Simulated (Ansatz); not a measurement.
# LiGaH2 (SMILES [Li][GaH2]): single points off equilibrium

The task here is to estimate one member of a computed series from the others.

Method: single points in def2-TZVPP; program: Ansatz 0.2.0, Gaussian basis.

Correlated methods freeze the cores. Filled d shells of the heavier atoms are correlated. The outer core shell of Li, Na, Mg and K is correlated.

**The system as given**

SMILES `[Li][GaH2]`, 4 atoms, charge 0, spin multiplicity 1.

Atoms are counted from 1 here; the program's logs count them from 0.

Bond lengths: Li1–Ga2 2.445 Å, Ga2–H3 1.666 Å, Ga2–H4 1.641 Å. Angles: Li1–Ga2–H3 131.5°, Li1–Ga2–H4 132.4°, H3–Ga2–H4 96.1°.

As a file:

```xyz
4
GaH2Li
Li   -1.95640    0.74070   -1.16080
Ga    0.04150   -0.00590    0.03390
H     0.72460   -1.51530    0.20440
H     1.14640    0.79090    0.94850
```

Set-up of the first run:

run/in.yaml

```yaml
crystal:
  periodic: [false, false, false]
  atoms:
    - {symbol: Li, position_ang: [-1.956400, 0.740700, -1.160800]}
    - {symbol: Ga, position_ang: [0.041500, -0.005900, 0.033900]}
    - {symbol: H, position_ang: [0.724600, -1.515300, 0.204400]}
    - {symbol: H, position_ang: [1.146400, 0.790900, 0.948500]}
basis:
  gaussian: {orbitals: def2-TZVPP}
correlation: {method: ccsd_t}
output: {forces: true}
```

The command line of these runs was not kept.

Among the steps run: CCSD(T)/def2-TZVPP; PBE0-D4/def2-TZVPP; wB97M-V/def2-TZVPP; r2SCAN-D4/def2-TZVPP; PBE-D4/def2-TZVPP; wB97X-V/def2-TZVPP; BLYP-D4/def2-TZVPP.

One table of the session follows, with a row left open; its other results are not shown here.

```
   method  RMS force component (eV/Å)  angle to CCSD(T) forces (°)  dipole (D)
  CCSD(T)                       0.474                    reference        7.79
  PBE0-D4                       0.434                          2.1        7.54
  wB97M-V                       0.456                          3.5        7.70
r2SCAN-D4                       0.440                          2.5        7.71
   PBE-D4                           ?                            ?           ?
  wB97X-V                       0.479                          0.3        7.82
  BLYP-D4                       0.336                          9.2        7.26
```

Estimate the missing values for PBE-D4.

**Answer.** RMS force component (eV/Å): 0.357; angle to CCSD(T) forces (°): 6.3; dipole (D): 7.24. In the column «RMS force component (eV/Å)» it lies between BLYP-D4 (0.336) and PBE0-D4 (0.434).
